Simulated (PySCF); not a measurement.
# BH7SeSi2: the cost of one run

Computed with PySCF 2.14.0, with density-fitted response routines of our own, on a single molecule in the gas phase. Atoms count from 0, in the outputs and in this text.

## (1) The starting structure

11 atoms, charge 0, multiplicity 1; geometry from: GFN2-xTB. The atoms were then displaced at random by about 0.01 Å, so the start is not that level's minimum.

Bonds of the start (Å): B0–Si1 1.90, Si1–Se2 2.47, Se2–Si3 2.32, B0–H4 1.20, B0–H5 1.18, Si1–H6 1.47, Si1–H7 1.48, Si3–H8 1.46, Si3–H9 1.45, Si3–H10 1.43.

## (2) Geometry optimisation at PBE0-D3(BJ)/def2-SVP

What the job is given:

```
{"job": {"xc": "PBE0", "basis": "def2-SVP", "d3": "d3bj", "grid": 1, "shake": 0.01, "kind": "geom"}, "charge": 0, "multiplicity": 1}
B     -1.567220     0.632670    -0.456260
Si    -1.430850    -0.991880     0.528570
Se     0.194200     0.821470     0.938170
Si     1.976210     0.262820    -0.430130
H     -2.347930     1.469890    -0.102640
H     -1.157140     0.739480    -1.552720
H     -1.897220    -1.273400     1.890280
H     -0.547620    -2.136450     0.215230
H      1.437700    -0.624860    -1.450140
H      2.921740    -0.424290     0.419710
H      2.456240     1.498720    -0.975820
```

Launch:

```
$ OMP_NUM_THREADS=1 python probes_run.py task.json out
```

One launch serves the whole session: the jobs run in the order shown.

**Question.** How long does this first job take on 1 thread of Arm Neoverse V2, shared host, and how much memory does it need?

About 35 s, with a peak of 0.51 GiB.
